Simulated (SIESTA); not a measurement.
The system is Mn2Ge.

```
CELL_PARAMETERS angstrom
4.18682 0.00000 0.00000
-2.09341 3.62589 0.00000
0.00000 0.00000 5.10609
ATOMIC_POSITIONS crystal
Ge 0.33333 0.66667 0.25000
Ge 0.66667 0.33333 0.75000
Mn 0.33333 0.66667 0.75000
Mn 0.66667 0.33333 0.25000
Mn 0.00000 0.00000 0.00000
Mn 0.00000 0.00000 0.50000
```

The cell comes from a database or a generator and needn't be the stable form of this composition.

- Program: SIESTA 5.4.2
- Task: single point
- Functional: PBEsol
- Potentials or basis: PseudoDojo 0.4 standard (PBEsol files)
- Basis: DZP (energy shift 0.003 Ry; two zetas on semicore shells)
- Grid cutoff: 800 Ry
- Energy shift: 0.003 Ry
- k mesh: 7 × 7 × 5
- Occupations: fermi-dirac, width 0.05 eV
- Spin: collinear spin, ferromagnetic start
- Starting moments: [0.0, 0.0, 4.0, 4.0, 4.0, 4.0] μB

On this cell: pressure -6.5 GPa; largest force under 0.003 eV/Å; net moment 9.29 μB per cell; site moments Ge -0.31; Mn +2.66, +2.30 μB; band gap on the k mesh none (metal or under the smearing width).

The same run follows on a disturbed copy (atoms moved at random, drawn with an rms of 0.05 Å):

```
Ge Mn
1.0
     4.18682    0.00000    0.00000
    -2.09341    3.62589    0.00000
     0.00000    0.00000    5.10609
Ge Mn
2 4
Direct
  0.35245 0.68551 0.25592
  0.66554 0.33119 0.75357
  0.32892 0.65950 0.74492
  0.66624 0.32553 0.24731
  0.99550 0.99862 0.99672
  0.00034 0.00211 0.50806
```

What does the disturbed cell give?

The energy (extrapolated to zero smearing) moves by +13.9 meV/atom; pressure -5.9 GPa; largest force 1.199 eV/Å; net moment 9.26 μB per cell; site moments Ge -0.31, -0.30; Mn +2.63, +2.67, +2.31, +2.26 μB; band gap on the k mesh none (metal or under the smearing width).

Forces on the atoms (eV/Å):
```
Ge  -0.329 -1.114 -0.297
Ge  -0.017 -0.046 -0.116
Mn  -0.029  0.244  0.299
Mn   0.107  0.978  0.143
Mn   0.174  0.013  0.408
Mn   0.089 -0.078 -0.424
```

Stress tensor (GPa, compression positive):
```
-7.42 -0.55 -0.05
-0.55 -3.60 -0.11
-0.05 -0.11 -6.77
```

Caveats: short orbitals over semicore shells can move pressures by several GPa; the basis of atomic orbitals isn't converged, which shifts pressures, moduli and gaps.
